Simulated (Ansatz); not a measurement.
Zr3S2: projected density of states with r2SCAN

Zr3S2:

```xyz
5
Lattice="2.9025 1.6758 3.4878 -2.9025 1.6758 3.4878 0.0000 -3.3516 3.4878" Properties=species:S:1:pos:R:3 pbc="T T T"
Zr    0.9832    1.7029    5.2317
Zr    0.9832   -1.7029    5.2317
Zr   -1.9663    0.0000    5.2317
S     0.0000    0.0000    6.9583
S     0.0000    0.0000    3.5050
```

The cell comes from a database or a generator and needn't be the stable form of this composition.

```json
{
  "Program": "Ansatz 0.2.0",
  "Task": "projected density of states",
  "Functional": "r2SCAN",
  "Potentials or basis": "Ansatz PAW",
  "Cutoff": "500 eV (not typed: the program's choice for these potentials)",
  "k mesh": "6 × 6 × 6",
  "Occupations": "fermi-dirac, width 0.05 eV",
  "Spin": "no spin polarisation"
}
```

```json
{"Pressure": "-0.8 GPa", "Largest force": "0.077 eV/Å", "Band gap on the k mesh": "none (metal or under the smearing width)", "Density of states at the Fermi level": "1.56 states/eV per cell"}
```

Forces on the atoms (eV/Å):
```
Zr  -0.039 -0.067  0.000
Zr  -0.039  0.067  0.000
Zr   0.077  0.000  0.000
S    0.000  0.000 -0.048
S    0.000  0.000  0.048
```

Stress tensor (GPa, compression positive):
```
-1.06  0.00  0.00
 0.00 -1.06  0.00
 0.00  0.00 -0.25
```

Levels at points of the mesh, in eV from the Fermi level:
```csv
k point,band 20,band 21,band 22,band 23,band 24,band 25,band 26,band 27,band 28,band 29
"(0.00, 0.00, 0.00)",-4.37,-2.78,-1.83,0.06,0.06,0.81,0.81,2.11,3.01,3.01
"(0.00, 0.00, -0.50)",-3.95,-1.30,-1.18,-0.89,-0.69,-0.11,1.17,1.95,1.98,2.64
"(0.00, -0.50, -0.50)",-4.01,-1.95,-1.23,-0.89,-0.33,-0.01,1.08,2.08,2.17,2.32
"(-0.50, -0.50, -0.50)",-4.60,-0.85,-0.43,-0.17,-0.17,0.43,0.43,1.23,1.23,2.42
```

States per cell in windows of 1 eV (zero at the Fermi level; states under -8 eV left out):
```csv
from (eV),total,Zr 4d,S 3p,Zr 5s,S 3s,Zr 4p,Zr 4s
-8.0,0.16,0.03,0.10,0.03,0.00,0.00,0.00
-7.0,4.09,0.86,2.73,0.36,0.03,0.06,0.04
-6.0,3.94,0.86,2.81,0.14,0.03,0.07,0.01
-5.0,3.68,0.71,2.83,0.06,0.01,0.04,0.00
-4.0,0.12,0.03,0.09,0.00,0.00,0.00,0.00
-3.0,0.26,0.17,0.01,0.07,0.01,0.00,0.00
-2.0,3.76,2.99,0.14,0.44,0.02,0.02,0.01
-1.0,4.06,3.36,0.16,0.26,0.02,0.02,0.00
0.0,3.45,2.94,0.11,0.17,0.02,0.01,0.00
1.0,3.66,3.16,0.11,0.12,0.04,0.00,0.00
2.0,4.46,3.58,0.35,0.13,0.10,0.00,0.00
3.0,6.07,4.69,0.50,0.22,0.32,0.01,0.00
4.0,4.07,2.88,0.51,0.26,0.13,0.00,0.00
5.0,2.20,1.05,0.39,0.33,0.07,0.00,0.00
6.0,0.00,0.00,0.00,0.00,0.00,0.00,0.00
7.0,0.00,0.00,0.00,0.00,0.00,0.00,0.00
```

It took 34 s on 2 threads of Arm Neoverse V2, with other jobs on the host, peak memory 0.59 GiB.

Caveat: the PAW data sets come from PBE, with cores solved anew for the run's functional, which leaves a small shift of forces and pressure; the density of states is complete only up to the lowest level of the last band computed.
